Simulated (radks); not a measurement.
# Pd²⁺ in [Ar] 3d10 4s2 4p5.5 4d8.5: an all-electron calculation

An exercise on one series of results from a longer session: the logs are not shown, and one member is left open.

Method: scalar-relativistic Kohn-Sham, PBE, spin-polarised, spherical densities, finite nucleus; open shells are filled with parallel spins first. Code: radks (a radial shooting solver on a logarithmic mesh, Libxc functionals) version 1.

## Starting point

| Quantity | Value |
| --- | --- |
| element | palladium (Z = 46) |
| charge | +2 |
| electrons | 44 |
| configuration | [Ar] 3d10 4s2 4p5.5 4d8.5 |
| nuclear rms radius | 4.5318 fm |

The first run:

The run's settings:

```text
Z 46
configuration [Ar] 3d10 4s2 4p5.5 4d8.5
relativity scalar-relativistic
functional pbe,pbe
spin polarised
nucleus finite rms 4.5318 fm
c 137.035999084
```

Steps of the session up to this table: Self-consistent calculation.

One table of the session follows, with a row left open; its other results are not shown here.

It belongs to the step «Radial structure». Radial moments (bohr):

| level | <r> | outermost maximum (interpolated) | 90 % within | nodes |
| --- | --- | --- | --- | --- |
| 1s up | 0.03185 | 0.0207 | 0.0571 | 0 |
| 1s down | 0.03185 | 0.0207 | 0.0571 | 0 |
| 2s up | 0.1383 | 0.117 | 0.214 | 1 |
| 2s down | 0.1383 | 0.117 | 0.214 | 1 |
| 2p up | 0.1206 | 0.0934 | 0.196 | 0 |
| 2p down | 0.1206 | 0.0934 | 0.196 | 0 |
| 3s up | 0.3793 | 0.342 | 0.559 | 2 |
| 3s down | 0.3792 | 0.342 | 0.559 | 2 |
| 3p up | 0.3787 | 0.335 | 0.570 | 1 |
| 3p down | 0.3786 | 0.335 | 0.570 | 1 |
| 3d up | 0.3576 | 0.282 | 0.567 | 0 |
| 3d down | 0.3575 | 0.282 | 0.566 | 0 |
| 4s up | ? | ? | ? | ? |
| 4s down | 0.9409 | 0.849 | 1.37 | 3 |
| 4p up | 1.030 | 0.907 | 1.52 | 2 |
| 4p down | 1.031 | 0.907 | 1.52 | 2 |
| 4d up | 1.355 | 1.07 | 2.13 | 1 |
| 4d down | 1.372 | 1.07 | 2.17 | 1 |

**Question.** Estimate the row for 4s up.

As computed: <r>: 0.9410; outermost maximum (interpolated): 0.850; 90 % within: 1.37; nodes: 3. In the column «<r>» it lies between 4s down (0.9409) and 4p up (1.030).
